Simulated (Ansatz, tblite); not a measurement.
**C22H22N4S4Si2: spin-state energies by level**

Aim: set other spin states of C22H22N4S4Si2 against its singlet, on many levels of theory.

Program: Ansatz 0.2.0, Gaussian basis. Level of theory: as each input shows. These are calculated values, not measurements.

The runs, in order: triplet, at the geometry of the singlet (GFN1-xTB, GFN2-xTB, PBE0-D4/def2-SVP, PBE-D4/def2-SVP); the singlet's energies come from earlier runs.

1 further run of the same task is left out (set aside as unsound or not needed).

## Step 1: The relaxed structure

The singlet was relaxed beforehand with r2SCAN-D4/def2-SVP.

SMILES `C[Si](C)(C)C#Cc1cnc(-c2cnc(-c3cnc(-c4cnc(C#C[Si](C)(C)C)s4)s3)s2)s1`, 54 atoms, charge 0, spin multiplicity 1.

Bond lengths: C1–Si2 1.878 Å, C1–H33 1.103 Å, C1–H34 1.102 Å, C1–H35 1.102 Å, Si2–C3 1.878 Å, Si2–C4 1.878 Å, Si2–C5 1.847 Å, C3–H36 1.102 Å, C3–H37 1.102 Å, C3–H38 1.103 Å, C4–H39 1.102 Å, C4–H40 1.102 Å, C4–H41 1.103 Å, C5–C6 1.231 Å, C6–C7 1.402 Å, C7–C8 1.393 Å, C7–S32 1.750 Å, C8–N9 1.349 Å and more. Angles: Si2–C1–H33 110.6°, Si2–C1–H34 111.2°, Si2–C1–H35 111.2°, H33–C1–H34 107.9°, H33–C1–H35 107.9°, H34–C1–H35 107.8°, C1–Si2–C3 110.6°, C1–Si2–C4 110.8°, C1–Si2–C5 108.0°, C3–Si2–C4 110.5°, C3–Si2–C5 108.5°, C4–Si2–C5 108.3°, Si2–C3–H36 111.2°, Si2–C3–H37 111.3°, Si2–C3–H38 110.6°, H36–C3–H37 107.8°, H36–C3–H38 107.9°, H37–C3–H38 107.9° and more.

## Step 2: Triplet at the fixed geometry, GFN1-xTB

Tight binding, by tblite at 300 K electronic temperature and without a spin-polarisation term:

```python
tblite.interface.Calculator('GFN1-xTB', numbers, positions, charge=0, uhf=2).singlepoint()
```

Energy -2434.2102 eV; 0.33 s.

## Step 3: Triplet at the fixed geometry, GFN2-xTB

Tight binding, by tblite at 300 K electronic temperature and without a spin-polarisation term:

```python
tblite.interface.Calculator('GFN2-xTB', numbers, positions, charge=0, uhf=2).singlepoint()
```

Energy -2347.1757 eV; 0.26 s.

## Step 4: Triplet at the fixed geometry, PBE0-D4/def2-SVP

in.yaml reads:

```yaml
crystal:
  periodic: [false, false, false]
  atoms:
    - {symbol: C, position_ang: [-11.227425, 1.406621, -1.780598]}
    - {symbol: Si, position_ang: [-10.356021, 2.970808, -1.214262]}
    - {symbol: C, position_ang: [-10.457932, 4.301129, -2.536508]}
    - {symbol: C, position_ang: [-11.084217, 3.591979, 0.401572]}
    - {symbol: C, position_ang: [-8.577279, 2.561175, -0.929745]}
    - {symbol: C, position_ang: [-7.392917, 2.280059, -0.748408]}
    - {symbol: C, position_ang: [-6.044364, 1.953927, -0.546154]}
    - {symbol: C, position_ang: [-5.305846, 0.897958, -1.076225]}
    - {symbol: N, position_ang: [-4.009921, 0.823264, -0.708146]}
    - {symbol: C, position_ang: [-3.680802, 1.800809, 0.112284]}
    - {symbol: C, position_ang: [-2.368672, 1.978069, 0.669164]}
    - {symbol: C, position_ang: [-1.886373, 2.952850, 1.536982]}
    - {symbol: N, position_ang: [-0.589292, 2.855878, 1.888836]}
    - {symbol: C, position_ang: [-0.016216, 1.812875, 1.315200]}
    - {symbol: C, position_ang: [1.367075, 1.477344, 1.521737]}
    - {symbol: C, position_ang: [2.271059, 2.171561, 2.323068]}
    - {symbol: N, position_ang: [3.523951, 1.680529, 2.373631]}
    - {symbol: C, position_ang: [3.653781, 0.600918, 1.628563]}
    - {symbol: C, position_ang: [4.888476, -0.126525, 1.500830]}
    - {symbol: C, position_ang: [6.092741, 0.195259, 2.126273]}
    - {symbol: N, position_ang: [7.135093, -0.618797, 1.873881]}
    - {symbol: C, position_ang: [6.799138, -1.596647, 1.054499]}
    - {symbol: C, position_ang: [7.650516, -2.615979, 0.590468]}
    - {symbol: C, position_ang: [8.388688, -3.510115, 0.181618]}
    - {symbol: Si, position_ang: [9.561406, -4.821968, -0.392281]}
    - {symbol: C, position_ang: [10.728981, -5.201801, 1.027063]}
    - {symbol: C, position_ang: [10.504655, -4.153272, -1.871643]}
    - {symbol: C, position_ang: [8.562919, -6.338719, -0.867709]}
    - {symbol: S, position_ang: [5.108059, -1.548415, 0.536763]}
    - {symbol: S, position_ang: [2.176753, 0.120435, 0.798654]}
    - {symbol: S, position_ang: [-1.081681, 0.873411, 0.283786]}
    - {symbol: S, position_ang: [-4.996560, 2.901809, 0.486521]}
    - {symbol: H, position_ang: [-12.296422, 1.603878, -1.966876]}
    - {symbol: H, position_ang: [-11.156742, 0.612631, -1.020152]}
    - {symbol: H, position_ang: [-10.787390, 1.020206, -2.713817]}
    - {symbol: H, position_ang: [-9.927403, 5.215028, -2.224914]}
    - {symbol: H, position_ang: [-10.011322, 3.958863, -3.483629]}
    - {symbol: H, position_ang: [-11.509022, 4.570505, -2.734756]}
    - {symbol: H, position_ang: [-10.560182, 4.494166, 0.755522]}
    - {symbol: H, position_ang: [-11.013553, 2.828571, 1.192627]}
    - {symbol: H, position_ang: [-12.149019, 3.848768, 0.271922]}
    - {symbol: H, position_ang: [-5.733388, 0.157507, -1.755893]}
    - {symbol: H, position_ang: [-2.497976, 3.769017, 1.932625]}
    - {symbol: H, position_ang: [1.990818, 3.065720, 2.883495]}
    - {symbol: H, position_ang: [6.198275, 1.057676, 2.787594]}
    - {symbol: H, position_ang: [10.180592, -5.571645, 1.907928]}
    - {symbol: H, position_ang: [11.459030, -5.973989, 0.731842]}
    - {symbol: H, position_ang: [11.289209, -4.303555, 1.331822]}
    - {symbol: H, position_ang: [11.225087, -4.902866, -2.239992]}
    - {symbol: H, position_ang: [11.067031, -3.243688, -1.607231]}
    - {symbol: H, position_ang: [9.824469, -3.900826, -2.700561]}
    - {symbol: H, position_ang: [9.230500, -7.144927, -1.215281]}
    - {symbol: H, position_ang: [7.985929, -6.723281, -0.011693]}
    - {symbol: H, position_ang: [7.853700, -6.114167, -1.680276]}
basis:
  gaussian: {orbitals: def2-SVP, fitting: {mean_field: def2-universal-jkfit}}
magnetization: {spin_polarized: true, initial_magnetization: 2}
hamiltonian: {xc: pbe0, dispersion: d4}
scf: {omitted_lower_state_checks: [starts]}
output: {orbitals: {seedname: orbitals}}
```

Run with:

```bash
$ ansatz run in.yaml --threads 2 --pin off --events-out ev --progress --plain --max-ram 20480MiB --backend cuda --devices 0, --max-vram 18GiB
```

Standard output:

```text
Functional definition: PBE0
  name "PBE0"
  cite "Adamo & Barone, J. Chem. Phys. 110, 6158 (1999) doi:10.1063/1.478522"
  cite "Perdew, Burke & Ernzerhof, Phys. Rev. Lett. 77, 3865 (1996) doi:10.1103/PhysRevLett.77.3865"
  parent pbe
  parameter a = 0.25
  parameter kappa = 0.804
  parameter beta = 0.06672455060314922
  exchange = (1 - a)*pbe_x(kappa = kappa, mu = beta*pi^2/3) + a*exact_x
  correlation = pbe_c(beta = beta)
these checks for a lower state are left out or cut short: starts
3122 factors; integrals over basis functions are off by at most 2.4e-1 eV
mean field evaluation 1: about -88084.9641 eV, gradient 9.4e1 eV
mean field evaluation 2: about -87864.8770 eV, gradient 1.9e2 eV
mean field evaluation 4: about -88123.8014 eV, gradient 3.5e1 eV
mean field evaluation 8: about -88131.1741 eV, gradient 2.3e0 eV
mean field evaluation 16: about -88131.2423 eV, gradient 1.1e-1 eV
mean field evaluation 32: about -88131.2449 eV, gradient 1.3e-3 eV
mean field -88131.24494261 eV, -3238.7635141374 hartree, gradient 1.4e-5 eV, S^2 2.036481; 0 other end points of the search recorded, 0 dependent functions left out
reference -88131.24502717 eV, -3238.7635172449 hartree; 138, 136 occupied and 444, 446 virtual orbitals, 3122 factors
Total energy: -88133.10350718 eV, -3238.8318151257 hartree
Checks for a lower state left out: starts
```

Wall time 9.6 s (1 × H100 (card shared with other runs) with 2 threads of AMD EPYC 7R13, shared host); peak host memory 1.3 GiB.

HOMO -4.13 eV, LUMO -4.74 eV (over both spins; with the spin held, an empty level of the minority spin lies below the top filled one); ⟨S²⟩ 2.036 (pure: 2.00).

## Step 5: Triplet at the fixed geometry, PBE-D4/def2-SVP

start.molden holds the orbitals of an earlier run on this state, given as this run's starting guess.

in.yaml: that of step 4 with these lines changed.

```diff
@@ -58,5 +58,5 @@
 basis:
-  gaussian: {orbitals: def2-SVP, fitting: {mean_field: def2-universal-jkfit}}
+  gaussian: {orbitals: def2-SVP, fitting: {mean_field: def2-universal-jkfit}, initial_orbitals: start.molden}
 magnetization: {spin_polarized: true, initial_magnetization: 2}
-hamiltonian: {xc: pbe0, dispersion: d4}
+hamiltonian: {xc: pbe, dispersion: d4}
 scf: {omitted_lower_state_checks: [starts]}
```

Launched as before.

Standard output:

```text
Functional definition: PBE
  name "PBE"
  cite "Perdew, Burke & Ernzerhof, Phys. Rev. Lett. 77, 3865 (1996) doi:10.1103/PhysRevLett.77.3865"
  parent pbe
  parameter kappa = 0.804
  parameter beta = 0.06672455060314922
  exchange = pbe_x(kappa = kappa, mu = beta*pi^2/3)
  correlation = pbe_c(beta = beta)
these checks for a lower state are left out or cut short: starts
3122 factors; integrals over basis functions are off by at most 2.4e-1 eV
mean field evaluation 1: about -88124.1805 eV, gradient 1.1e1 eV
mean field evaluation 2: about -88124.6897 eV, gradient 5.8e-1 eV
mean field evaluation 4: about -88124.6970 eV, gradient 1.6e-1 eV
mean field evaluation 8: about -88124.6975 eV, gradient 1.5e-5 eV
mean field -88124.69748677 eV, -3238.5228995736 hartree, gradient 1.5e-5 eV, S^2 2.005453; 0 other end points of the search recorded, 0 dependent functions left out
reference -88124.69759503 eV, -3238.5229035520 hartree; 138, 136 occupied and 444, 446 virtual orbitals, 3122 factors
Total energy: -88126.84972913 eV, -3238.6019930214 hartree
Checks for a lower state left out: starts
```

It took 7 s on 1 × H100 (card shared with other runs) with 2 threads of AMD EPYC 7R13, shared host; peak host memory 1.2 GiB.

Report: HOMO -3.49 eV, LUMO -5.00 eV (over both spins; with the spin held, an empty level of the minority spin lies below the top filled one); ⟨S²⟩ 2.005 (pure: 2.00).

## Step 6: Triplet less singlet, vertical

The singlet's energies are those of its earlier runs, whose logs aren't repeated here.

| level | triplet less singlet, vertical (eV) | time |
| --- | --- | --- |
| GFN1-xTB | +1.667 | 0.53 s |
| GFN2-xTB | +1.685 | 0.48 s |
| PBE-D4/def2-SVP | +1.637 | 11 s |
| PBE0-D4/def2-SVP | +1.890 | 13 s |

Times add the two runs; a level without a time comes out of a correlated run. Tight binding without a spin term can't rank spin states.

## Step 7: Summary of results

| quantity | value |
| --- | --- |
| triplet less singlet, vertical, functionals in def2-SVP | +1.637 (PBE-D4) to +1.890 eV (PBE0-D4) |

What this shows: All functionals put the triplet above the singlet, over a spread of 0.253 eV. The checks for a lower triplet were left out, so another state of that spin may lie lower. These are electronic energies, without zero-point motion, entropy or surroundings.
